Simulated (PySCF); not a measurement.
# The bond of BiB, level by level

What are the lowest state that PBE0 finds, the bond length, vibrational wavenumber and bond energy of BiB, and how much do these hang on the method?

The runs use PySCF 2.14.0; Bi cc-pVDZ-PP with ECP60, B cc-pVDZ, scalar-relativistic core potentials.

### 1 Set-up

The job is set up so:

| Property | Result |
| --- | --- |
| atoms | Bi, B |
| charge | 0 |
| basis | Bi cc-pVDZ-PP with ECP60, B cc-pVDZ |
| Hamiltonian | scalar-relativistic core potentials |
| basis functions | 37 |
| electrons treated | 28 |
| masses in u | 208.9804, 11.0093 |
| levels | PBE0, PBE, r²SCAN, M06-L, r²SCAN0, MN15, HF, MP2, SCS-MP2, CCSD, CCSD(T) |
| grid | 80 radial by 434 angular points |
| occupations | held fixed by the projection of orbital angular momentum |
| dissociation limit | Bi + B, each in its ground configuration |
| starting distance in angstrom | 2.275 |
| values of 2S to try | 0, 2, 4 |

The run is started by

```console
$ OMP_NUM_THREADS=1 python dia.py task.json out
```

The runs that follow: The PBE0 curve of the state that the search chose; Excited determinants; PBE (GGA); r²SCAN; M06-L (meta-GGA); r²SCAN0 (hybrid meta-GGA); MN15 (hybrid meta-GGA); UHF; Adding correlation.

Q: Predict the outcome of this session. Wanted: for each run, Re; ωe; De; μ.

**Answer**, as computed:

Lowest PBE0 solution found, without spin–orbit coupling: ³Π (triplet), unpaired electrons σ ↑, π ↑. State 2 has its PBE0 minimum 0.14 eV higher, as a spin-mixed determinant (⟨S²⟩ = 1.05), so this is no gap between pure states. State 3 has its PBE0 minimum 0.42 eV higher. State 4 has its PBE0 minimum 0.70 eV higher, as a spin-mixed determinant (⟨S²⟩ = 1.00), so this is no gap between pure states. The other levels ran on the lowest alone.

```csv
level,Re (Å),ωe (cm⁻¹),De (eV),μ (D)
PBE,2.166,601,2.48,-1.41
r²SCAN,2.153,620,2.16,-1.17
M06-L,2.160,617,2.71,-1.56
PBE0,2.144,626,2.09,-1.23
r²SCAN0,2.138,634,1.88,-1.02
MN15,2.148,604,2.09,-0.92
```

De is counted to Bi + B in their ground configurations. A positive dipole means Bi(−)B(+). No constants: UHF (the points don't follow one smooth fit); UHF-MP2 (the points don't follow one smooth fit); UHF-SCS-MP2 (the points don't follow one smooth fit); UHF-CCSD (the points don't follow one smooth fit); UHF-CCSD(T) (the points don't follow one smooth fit).

What this shows: Bond lengths run from 2.138 Å (r²SCAN0) to 2.166 Å (PBE). Of the levels with a De here, r²SCAN0 gives the least (1.88 eV) and M06-L the most (2.71 eV).

Correlated steps freeze 5 core orbitals. Spin–orbit coupling is left out, which matters for elements this heavy, above all for dissociation energies. T1 is 0.031 near the minimum (highest on the curve 0.058), which may point to more than one leading configuration. With spin–orbit coupling the term label itself may not hold.
